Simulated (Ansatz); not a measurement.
**BGeH₄ (quartet): the correlation ladder, cc-pVDZ**

One table from this session's results is given with a row withheld; the runs are named, their logs left out.

Program: Ansatz 0.2.0, Gaussian basis. Level of theory: cc-pVDZ, core rule «outside noble gas», up to 15 orbitals frozen. These are calculated values, not measurements.

The runs, in order: UHF; CCSD(T) on ROHF; CCSD(T) on UHF; BCCD(T) on ROHF; CISD as a restricted active space (open shells left free, so some higher excitations enter); CCSDT(Q) on ROHF; CCSDT(Q) on UHF.

23 further runs of the same task are left out: 6 that didn't finish, 17 set aside as unsound or not needed. Runs told in other sessions of the task aren't counted.

## The system

The geometry is a PBE0/def2-TZVP stationary point (not a proven minimum) of the parent state, kept for this charge and spin. No spin-orbit coupling is included. The filled d shell of Ge may be among the frozen orbitals whatever the setting's name suggests.

6 atoms, charge 0, spin multiplicity 4.

Atoms are counted from 1 here; the program's logs count them from 0.

Bond lengths: Ge1–B2 2.035 Å, Ge1–H3 1.544 Å, Ge1–H4 1.539 Å, Ge1–H5 1.539 Å, B2–H6 1.191 Å. Angles: B2–Ge1–H3 116.3°, B2–Ge1–H4 108.2°, B2–Ge1–H5 108.2°, H3–Ge1–H4 108.0°, H3–Ge1–H5 108.0°, H4–Ge1–H5 107.7°, Ge1–B2–H6 138.1°.

The first run:

The input, in.yaml:

```yaml
crystal:
  periodic: [false, false, false]
  atoms:
    - {symbol: Ge, position_ang: [0.000000, 0.014664, 0.265904]}
    - {symbol: B, position_ang: [0.000000, -0.153562, -1.762462]}
    - {symbol: H, position_ang: [0.000000, 1.450275, 0.833026]}
    - {symbol: H, position_ang: [1.242710, -0.713048, 0.809866]}
    - {symbol: H, position_ang: [-1.242710, -0.713048, 0.809866]}
    - {symbol: H, position_ang: [0.000000, 0.566075, -2.711984]}
basis:
  gaussian: {orbitals: cc-pVDZ}
magnetization: {spin_polarized: true, initial_magnetization: 3}
hamiltonian: {xc: hf}
output: {orbitals: {seedname: orbitals}}
```

Command:

```
> ansatz run in.yaml --threads 1 --pin off --events-out ev --progress --plain --max-ram 2393MiB
```

Among the steps run: UHF; CCSD(T) on ROHF; CCSD(T) on UHF; BCCD(T) on ROHF; CISD as a restricted active space (open shells left free, so some higher excitations enter); CCSDT(Q) on ROHF; CCSDT(Q) on UHF.

One of the session's tables, all rows but one given; the rest of the session is left out.

It belongs to the step «Misses and costs». 

```
   method  from UCCSDT(Q) (kcal/mol)
     ROHF                    +125.36
      UHF                    +123.52
     RMP2                     +30.32
     UMP2                          ?
     CISD                     +12.52
    RCCSD                      +3.95
    UCCSD                      +3.91
 RCCSD(T)                      +0.97
 UCCSD(T)                      +0.94
  BCCD(T)                      +0.97
   RCCSDT                      +0.16
   UCCSDT                      +0.11
RCCSDT(Q)                      +0.06
UCCSDT(Q)                          0
```

Estimate the missing values for UMP2.

As computed: from UCCSDT(Q) (kcal/mol): +30.25. In the column «from UCCSDT(Q) (kcal/mol)» it lies between CISD (+12.52) and RMP2 (+30.32).

To keep in mind: Restricted and unrestricted rows rest on different reference determinants; a gap between their highest levels can come from leftover correlation error, from unlike frozen cores or from another state.
